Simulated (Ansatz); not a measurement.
Run this with the Python package of Ansatz (0.2.0) and show what comes out.

`deck_gah2s2.py`
```python
'''GaH2S2 through the session interface.'''

import ansatz as az
import numpy as np

deck = {
    'crystal': {
        'periodic': [False, False, False],
        'atoms': [
            {'symbol': 'S', 'position_ang': [-0.9232, -1.7668, -0.9657]},
            {'symbol': 'Ga', 'position_ang': [-0.2606, -0.1242, 0.8398]},
            {'symbol': 'S', 'position_ang': [1.1294, 1.809, 0.2879]},
            {'symbol': 'H', 'position_ang': [-1.2051, -0.3957, -0.5869]},
            {'symbol': 'H', 'position_ang': [1.3094, 0.404, 0.3835]},
        ],
    },
    'magnetization': {'spin_polarized': True, 'initial_magnetization': 1},
    'basis': {'gaussian': {'orbitals': 'def2-SVP'}},
    'correlation': {'method': 'ccsd_t'},
    'output': {'forces': True},
}
session = az.Session.from_dict(deck)
data = session.plan(threads=1).execute().report

for key in ('converged', 'free_energy_ev', 'reference_energy_ev', 'n_frozen', 'n_occupied', 'n_virtual'):
    print(f'{key:22s} {data[key]}')
symbols = ['S', 'Ga', 'S', 'H', 'H']
print('correlation energy', round(data['free_energy_ev'] - data['reference_energy_ev'], 5), 'eV')
cluster = data['correlation'].get('coupled_cluster')
if cluster:
    print('cycles', cluster['cycles'], ' T1 diagnostic', round(cluster['t1_diagnostic'], 4), ' largest double', round(cluster['largest_double'], 4))
state = data['mean_field']['state']
print(f'mean field: {state["energy"]["hartree"]:.7f} Ha, <S^2> = {abs(state["spin_squared"]):.4f}, stability: {state.get("stability", {}).get("kind")}')

print('forces (eV/A)')
for symbol, f in zip(symbols, data['forces_ev_ang']):
    print(f'  {symbol:2s} {f[0]:9.4f} {f[1]:9.4f} {f[2]:9.4f}')
charges = data['charge_distribution']
print('dipole moment', round(4.803205 * float(np.linalg.norm(charges['dipole_moment_e_ang'])), 3), 'D')
print('Mulliken:', [(s, round(q, 3)) for s, q in zip(symbols, charges['mulliken_charges_e'])])
```

```console
$ python deck_gah2s2.py
converged              True
free_energy_ev         -73999.46038515173
reference_energy_ev    -73985.4474512612
n_frozen               19
n_occupied             [14, 13]
n_virtual              [45, 46]
correlation energy -14.01293 eV
cycles 20  T1 diagnostic 0.0243  largest double 0.0409
mean field: -2718.9150447 Ha, <S^2> = 0.7907, stability: minimum
forces (eV/A)
  S     0.3442    2.2366    1.6706
  Ga   -0.4805   -0.2535    0.7503
  S    -0.9619   -1.9850    0.4310
  H    -1.0146   -1.2744   -2.1389
  H     2.1128    1.2764   -0.7130
dipole moment 1.014 D
Mulliken: [('S', -0.146), ('Ga', 0.199), ('S', -0.14), ('H', 0.042), ('H', 0.045)]
```

Reading the output:
- Total energies depend on the basis set; only differences at equal settings carry meaning.
- The geometry is a force-field or estimated start, not a minimum of this method, and the basis set is short of its limit.
- The species is open-shell (spin multiplicity 2).
- The whole script took 39 s on 1 thread of Intel(R) Xeon(R) 6975P-C (Granite Rapids), on a shared host, peak memory 0.53 GiB.

(Lines on the test bed's own set-up are left out of the output.)
